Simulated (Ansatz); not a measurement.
What does this script print? It uses Ansatz's Python interface.

`run_methods.py`:
```python
"""One geometry of CH3Cl2Ge, method by method."""

import ansatz as az

BASIS_SET = "def2-SVP"

geometry_ang = [
    ("Cl", (-1.3693, 1.6408, -0.5297)),
    ("C", (-0.7545, 0.0967, 0.1016)),
    ("Cl", (-1.7393, -1.239, -0.5362)),
    ("Ge", (1.0944, -0.1396, -0.4525)),
    ("H", (-0.8103, 0.1014, 1.2096)),
    ("H", (1.6281, -1.4854, 0.1007)),
    ("H", (1.9507, 1.0251, 0.1064)),
]
geometry = az.Crystal.molecule()
for symbol, xyz in geometry_ang:
    geometry = geometry.atom(symbol, xyz)

calc = (
    geometry.calculation()
    .basis(gaussian=BASIS_SET)
    .spin("collinear", total=1)
)

methods = ["mp2", "ccsd", "ccsd_t"]
batch = az.Session.batch([calc.correlation(m).input() for m in methods])
reports = sorted(batch.plan().execute().molecular_reports, key=lambda each: each["member"])
print(f"Hartree-Fock reference {reports[0]['reference_energy_ev'] / 27.211386246:.6f} Ha")
best = reports[-1]["free_energy_ev"] - reports[-1]["reference_energy_ev"]
for method, each in zip(methods, reports):
    gained = each["free_energy_ev"] - each["reference_energy_ev"]
    print(f"{method:8s} total {each['free_energy_ev'] / 27.211386246:.6f} Ha  correlation {gained:9.4f} eV  ({100 * gained / best:.1f} % of the last)")
```

Output of `python run_methods.py`:
```text
Hartree-Fock reference -3033.338439 Ha
mp2      total -3033.962413 Ha  correlation  -16.9792 eV  (91.9 % of the last)
ccsd     total -3033.998554 Ha  correlation  -17.9626 eV  (97.3 % of the last)
ccsd_t   total -3034.017195 Ha  correlation  -18.4699 eV  (100.0 % of the last)
```

What to keep in mind:
- Total energies depend on the basis set; only differences at equal settings carry meaning.
- The geometry is a force-field or estimated start, not a minimum of this method, and the basis set is short of its limit. A lower total doesn't mark the better method: functionals have no common bound, and MP2 and coupled cluster aren't variational.
- The species is open-shell (spin multiplicity 2).
- Inner cores stay frozen; a filled d shell under the valence of the heavier atoms is correlated with it.
